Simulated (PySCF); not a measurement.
# F3OW (W(O)(F)3-): the cost of one run

Computed with PySCF 2.14.0. Level: B3LYP, W def2-SVP with ECP60, O def2-SVP, F def2-SVP; scalar-relativistic core potentials, no spin–orbit coupling.

2 further runs of the same task are left out: 2 for a known fault of the program.

## (1) Starting geometry

5 atoms, charge -1, spin multiplicity 1.

Bond lengths: W1–O2 1.510 Å, W1–F3 1.737 Å, W1–F4 1.737 Å, W1–F5 1.737 Å. Angles: O2–W1–F3 109.5°, O2–W1–F4 109.5°, O2–W1–F5 109.5°, F3–W1–F4 109.5°, F3–W1–F5 109.5°, F4–W1–F5 109.5°.

Geometry (Å):

```
W     0.00000    0.00000    0.00000
O     0.87160    0.87160    0.87160
F    -1.00300   -1.00300    1.00300
F     1.00300   -1.00300   -1.00300
F    -1.00300    1.00300   -1.00300
```

Formal oxidation states: W +4.

## (2) SCF at the start, singlet

The input, run.py (the lines that set the calculation):

```python
mol = gto.M(atom='''
W      0.00000     0.00000     0.00000
O      0.87160     0.87160     0.87160
F     -1.00300    -1.00300     1.00300
F      1.00300    -1.00300    -1.00300
F     -1.00300     1.00300    -1.00300''',
    basis={'W': 'def2-SVP', 'O': 'def2-SVP', 'F': 'def2-SVP'},
    ecp={'W': 'def2-SVP'},
    charge=-1, spin=0)
mf = dft.RKS(mol, xc='B3LYP')
mf.grids.atom_grid = (50, 194)
mf = mf.density_fit()  # fitting sets: W def2-universal-JKFIT, O def2-universal-JKFIT, F def2-universal-JKFIT
mf.conv_tol = 1e-08; mf.max_cycle = 55
mf.kernel(dm0)  # dm0: free metal ions and neutral atoms
```

Launch:

```bash
OMP_NUM_THREADS=2 python run.py
```

What time and memory should one allow on 2 threads of Arm Neoverse V1, shared host?

About 10 s, with a peak of 0.62 GiB.
